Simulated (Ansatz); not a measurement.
# C3H8AlCl: a ladder of functionals and wavefunction methods

One table from this session's results is given with a row withheld; the runs are named, their logs left out.

Computed with Ansatz 0.2.0, Gaussian basis. Level: functionals in def2-TZVPP, the program's frozen cores in correlated methods.

Plan: LDA (SPW92), PBE-D4, revPBE-D4, BLYP-D4, r2SCAN-D4, B97M-V, PBE0-D4, B3LYP-D4, r2SCANh-D4, r2SCAN0-D4, HSE06-D4, BHLYP-D4, CAM-B3LYP-D4, LC-ωPBE, ωB97X-V, ωB97M-V, B2PLYP, PBE-QIDH; CCSD(T)/def2-SVP; CCSD(T)/def2-TZVPP; MP2/def2-QZVPP; extrapolation to the limit; RPA on PBE.

## The relaxed structure

The geometry comes from an earlier relaxation with PBE0-D4 in a triple-zeta def2 set; it is a stationary point, not always the lowest conformer.

SMILES `CC(Cl)[CH2][AlH2]`, 13 atoms, charge 0, spin multiplicity 1.

Atoms are counted from 1 here; the program's logs count them from 0.

Bond lengths: C1–C2 1.512 Å, C1–H6 1.096 Å, C1–H7 1.092 Å, C1–H8 1.090 Å, C2–Cl3 1.820 Å, C2–C4 1.507 Å, C2–H9 1.091 Å, C4–Al5 1.966 Å, C4–H10 1.098 Å, C4–H11 1.097 Å, Al5–H12 1.587 Å, Al5–H13 1.590 Å. Angles: C2–C1–H6 109.7°, C2–C1–H7 110.5°, C2–C1–H8 111.4°, H6–C1–H7 108.7°, H6–C1–H8 108.0°, H7–C1–H8 108.4°, C1–C2–Cl3 108.2°, C1–C2–C4 113.4°, C1–C2–H9 110.0°, Cl3–C2–C4 110.7°, Cl3–C2–H9 103.3°, C4–C2–H9 110.8°, C2–C4–Al5 115.6°, C2–C4–H10 110.2°, C2–C4–H11 110.0°, Al5–C4–H10 106.8°, Al5–C4–H11 108.6°, H10–C4–H11 105.1° and more.

The first run:

Contents of in.yaml:

```yaml
crystal:
  periodic: [false, false, false]
  atoms:
    - {symbol: C, position_ang: [-1.435862, -0.580520, 0.267760]}
    - {symbol: C, position_ang: [0.037155, -0.880913, 0.429952]}
    - {symbol: Cl, position_ang: [0.281582, -2.668640, 0.191299]}
    - {symbol: C, position_ang: [0.916306, -0.093858, -0.507298]}
    - {symbol: Al, position_ang: [0.893406, 1.855934, -0.255216]}
    - {symbol: H, position_ang: [-1.628441, 0.470157, 0.512224]}
    - {symbol: H, position_ang: [-1.753520, -0.764242, -0.761148]}
    - {symbol: H, position_ang: [-2.043332, -1.196638, 0.930660]}
    - {symbol: H, position_ang: [0.337359, -0.723373, 1.467412]}
    - {symbol: H, position_ang: [1.961560, -0.413799, -0.406155]}
    - {symbol: H, position_ang: [0.648005, -0.316038, -1.547815]}
    - {symbol: H, position_ang: [1.557131, 2.784473, -1.357744]}
    - {symbol: H, position_ang: [0.249052, 2.492759, 1.050972]}
basis:
  gaussian: {orbitals: def2-TZVPP}
hamiltonian: {xc: lda}
output: {orbitals: {seedname: orbitals}}
```

Launch:

```bash
$ ansatz run in.yaml --threads 4 --pin off --events-out ev --progress --plain --max-ram 10444MiB
```

Among the steps run: LDA; PBE-D4 (GGA); revPBE-D4 (GGA); BLYP-D4 (GGA); r2SCAN-D4 (meta-GGA); B97M-V (meta-GGA); B3LYP-D4 (hybrid); r2SCANh-D4 (hybrid); r2SCAN0-D4 (hybrid); HSE06-D4 (hybrid); BHLYP-D4 (hybrid); CAM-B3LYP-D4 (range-separated); LC-ωPBE (range-separated); ωB97X-V (range-separated); ωB97M-V (range-separated); B2PLYP (double hybrid); PBE-QIDH (double hybrid).

One of the session's tables, all rows but one given; the rest of the session is left out.

It belongs to the step «Frontier levels by functional». 

| functional | HOMO (eV) | LUMO (eV) | gap (eV) |
| --- | --- | --- | --- |
| LDA (SPW92) | -6.62 | -2.65 | 3.97 |
| PBE-D4 | -6.49 | -2.39 | 4.10 |
| revPBE-D4 | -6.43 | -2.26 | 4.17 |
| BLYP-D4 | -6.34 | -2.28 | 4.06 |
| r2SCAN-D4 | -6.77 | -2.06 | 4.71 |
| B97M-V | -6.90 | -2.31 | 4.59 |
| PBE0-D4 | -7.77 | -1.61 | 6.16 |
| B3LYP-D4 | -7.53 | -1.83 | 5.71 |
| r2SCANh-D4 | -7.24 | -1.80 | 5.44 |
| r2SCAN0-D4 | -7.95 | -1.43 | 6.53 |
| HSE06-D4 | -7.37 | -1.98 | 5.39 |
| BHLYP-D4 | -8.93 | -0.86 | 8.08 |
| CAM-B3LYP-D4 | -9.12 | -0.70 | 8.42 |
| LC-ωPBE | -10.50 | 0.42 | 10.92 |
| ωB97X-V | -10.14 | 0.27 | 10.41 |
| ωB97M-V | ? | ? | ? |

**Question.** Estimate the row for ωB97M-V.

As computed: HOMO (eV): -9.97; LUMO (eV): -0.03; gap (eV): 9.94. In the column «HOMO (eV)» it lies between ωB97X-V (-10.14) and CAM-B3LYP-D4 (-9.12).
